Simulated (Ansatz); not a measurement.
# Nb3Cr and its elements: a formation energy from the elements

Program: Ansatz 0.2.0, Python API.

The script reads `nb3cr_nb3cr.vasp`:
```text
Nb3Cr
1.0
   0.00000000    3.21889500    3.21889500
   3.21889500    0.00000000    3.21889500
   3.21889500    3.21889500    0.00000000
Nb Cr
3 1
Direct
   0.75000000    0.75000000    0.75000000
   0.25000000    0.25000000    0.25000000
   0.50000000    0.50000000    0.50000000
   0.00000000    0.00000000    0.00000000
```

Input file `nb3cr_nb.vasp`:
```text
Nb
1.0
  -1.66395000    1.66395000    1.66395000
   1.66395000   -1.66395000    1.66395000
   1.66395000    1.66395000   -1.66395000
Nb
1
Direct
   0.00000000    0.00000000    0.00000000
```

The script reads `nb3cr_cr.xyz`:
```text
1
Lattice="-1.44195 1.44195 1.44195 1.44195 -1.44195 1.44195 1.44195 1.44195 -1.44195" Properties=species:S:1:pos:R:3:initial_magmoms:R:1 pbc="T T T"
Cr    0.00000000    0.00000000    0.00000000  3.00
```

Notebook, run cell by cell (the value of a cell's last expression is shown):

In [1]:
```python
from collections import Counter
import warnings

import ansatz
from ase.io import read
import numpy as np

POLARISED = {"Nb3Cr", "Cr"}
```

In [2]:
```python
def solve(name, crystal):
    calc = (
        crystal.calculation()
        .basis(16 * ansatz.Ha)
        .scf(tolerance=1e-08)
        .kpoints(spacing=0.27)
        .occupations("gaussian", width=0.1)
        .stress()
    )
    if name in POLARISED:
        calc = calc.spin("collinear")
    calc = calc.relax(force_tolerance=0.03, fix_cell=["shape"])
    return calc.run(threads=1)
```

In [3]:
```python
def counts(outcome):
    return Counter(site.symbol for site in outcome.lattice.sites)
```

In [4]:
```python
def formation_energy(outcome, mu):
    n = counts(outcome)
    return (outcome.report["energy_sigma0_ev"] - sum(k * mu[element] for element, k in n.items())) / sum(n.values())


def volume_per_atom(outcome):
    return abs(np.linalg.det(outcome.lattice.cell_ang)) / len(outcome.lattice.sites)
```

In [5]:
```python
warnings.simplefilter("ignore", ansatz.DeckWarning)

phases = {}
atoms = read("nb3cr_nb3cr.vasp", format="vasp")
nb3cr = ansatz.Crystal.from_ase(atoms).moments(Cr=3.0)
phases["Nb3Cr"] = nb3cr
atoms = read("nb3cr_nb.vasp", format="vasp")
nb = ansatz.Crystal.from_ase(atoms)
phases["Nb"] = nb
cr = ansatz.Crystal.from_extxyz("nb3cr_cr.xyz")
phases["Cr"] = cr
```

In [6]:
```python
done = {name: solve(name, crystal) for name, crystal in phases.items()}

references = {"Nb": "Nb", "Cr": "Cr"}
mu = {element: done[name].report["energy_sigma0_ev"] / len(done[name].lattice.sites) for element, name in references.items()}
```
```text
RunWarning: the starting moments were not kept: the SCF closed with an absolute magnetisation of 1.4e-5 μB, where they sum to 3 μB in size (1 site). That is at most 0.1 of that sum. Measured as dr2_m measures the in/out step, that magnetisation stands 2.5e-11 [...]
```

In [7]:
```python
target = done["Nb3Cr"]
heat = formation_energy(target, mu)
n = counts(target)
print("cell content:", dict(n), " volume", round(volume_per_atom(target), 3), "A^3/atom")
print("formation energy", round(heat, 4), "eV/atom,", round(heat * sum(n.values()), 4), "eV per cell")
print("bound against the elements" if heat < 0 else "unbound against the elements")
```
```text
cell content: {<Element.NB: 'Nb'>: 3, <Element.CR: 'Cr'>: 1}  volume 16.492 A^3/atom
formation energy 0.0702 eV/atom, 0.2807 eV per cell
unbound against the elements
```

Notes:
- The SCF didn't keep the moments it started from (some shrank, vanished or turned); what is printed is the state reached.
- Atoms and volume are relaxed with the cell's shape held, which in cells of lower than cubic symmetry can hide stresses and shift volumes.
- No functional is typed, so the default, PBE, holds.
- The cells come from databases of deposited and of computed structures, and not all need be stable phases.
- Warnings are shown shortened and without file and line.
- The compound is the structure given, not necessarily its lowest; energies are at zero temperature, with no correction for gases. Magnetic phases start from parallel moments and may not end in their lowest magnetic state. A semilocal functional's error on such energies is often 0.05 to 0.1 eV an atom, and 0.1 to 0.3 eV against gases such as O2 or F2.
- The script silences the warnings on its input, which a real study should read.
- Run time: 47 s on 1 thread of Intel(R) Xeon(R) Platinum 8259CL CPU @ 2.50GHz (Skylake/Cascade Lake), on a shared host, peak memory 0.56 GiB.

(Lines on the test bed's own set-up are left out of the output.)
